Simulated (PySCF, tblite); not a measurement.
**C₃H₅BO₄S: geometry, infrared bands and NMR shifts**

Aim: predict the infrared bands and NMR shifts of C₃H₅BO₄S (`O=C1C[S@@](=O)[C@H]1B(O)O`).

Computed with tblite 0.8.0 and PySCF 2.14.0, with density-fitted response routines of our own, on a single molecule in the gas phase. Atoms count from 0, in the outputs and in this text.

## (1) The molecule as given

14 atoms, charge 0, multiplicity 1; geometry from: force field or distance geometry start.

Bonds of the start (Å): O0–C1 1.21, C1–C2 1.50, C2–S3 1.78, S3–O4 1.54, S3–C5 1.78, C5–B6 1.58, B6–O7 1.46, B6–O8 1.47, C5–C1 1.49, C2–H9 1.09, C2–H10 1.10, C5–H11 1.10, O7–H12 1.00, O8–H13 1.00.

## (2) Geometry optimisation with GFN2-xTB

The job: settings as JSON, then the geometry in Å.

```
{"job": {"kind": "relax", "xc": "GFN2-xTB", "basis": "xTB"}, "charge": 0, "multiplicity": 1}
O      0.237500     0.606800     2.280900
C      0.599000     0.479200     1.128400
C      1.912400     0.340000     0.413000
S      1.124400    -0.903100    -0.595300
O      0.928600    -2.180300     0.249100
C     -0.064400     0.363100    -0.202200
B     -1.556800    -0.104500    -0.012900
O     -1.735800    -1.508700     0.357900
O     -2.465700     0.829800     0.658400
H      2.704800    -0.073000     1.044700
H      2.149100     1.282700    -0.102900
H      0.042100     1.240200    -0.859900
H     -1.541300    -2.130100    -0.397800
H     -2.334600     1.757400     0.296400
```

Started as:

```sh
> OMP_NUM_THREADS=1 python probes_run.py task.json out
```

One launch serves the whole session: the jobs run in the order shown.

**Question.** This job is followed by: GFN2-xTB harmonic vibrations, gas phase; GIAO PBE0/pcSseg-1 NMR shielding, non-relativistic, gas phase. What will the session give for the following? strongest single infrared mode (GFN2-xTB); zero-point energy (GFN2-xTB); ¹³C shifts against TMS (PBE0/pcSseg-1); ¹H shifts against TMS (PBE0/pcSseg-1, means over atoms taken as alike); ¹⁷O shifts against H2O (PBE0/pcSseg-1, means over atoms taken as alike); ³³S shifts against CS2 (PBE0/pcSseg-1); ¹¹B shifts against BF3·OEt2 (PBE0/pcSseg-1).

As calculated:

```
                                                               quantity                       value
                              strongest single infrared mode (GFN2-xTB)       1171 cm⁻¹, 623 km/mol
                                           zero-point energy (GFN2-xTB)               55.8 kcal/mol
                                 ¹³C shifts against TMS (PBE0/pcSseg-1)       195.5, 82.0, 79.9 ppm
 ¹H shifts against TMS (PBE0/pcSseg-1, means over atoms taken as alike)  6.86, 4.41, 4.36, 3.93 ppm
¹⁷O shifts against H2O (PBE0/pcSseg-1, means over atoms taken as alike)      631.7, 146.8, 28.5 ppm
                                 ³³S shifts against CS2 (PBE0/pcSseg-1)                     261 ppm
                            ¹¹B shifts against BF3·OEt2 (PBE0/pcSseg-1)                    22.6 ppm
```

The optimisation took 108 steps and gained 2.539 eV; among the close pairs (by a distance rule), B6–O7 changed most, from 1.463 to 1.325 Å. No mode is imaginary among the 36: a minimum at this level. The strongest single mode, at 1171 cm⁻¹, has its largest shares on B6, O8 and O7 (the list is cut at 3 atoms). GFN2-xTB is a fitted tight-binding method: band positions and strengths are rough. Its intensities can rank the bands wrongly. C1 (ketone carbonyl carbon) lies farthest downfield among carbon, at 195.5 ppm; the double bond to the heteroatom, with no lone-pair donor beside it, deshields it most. At PBE0/pcSseg-1: The widest tensor belongs to O0: span 1102 ppm, with a paramagnetic part of -694 ppm.
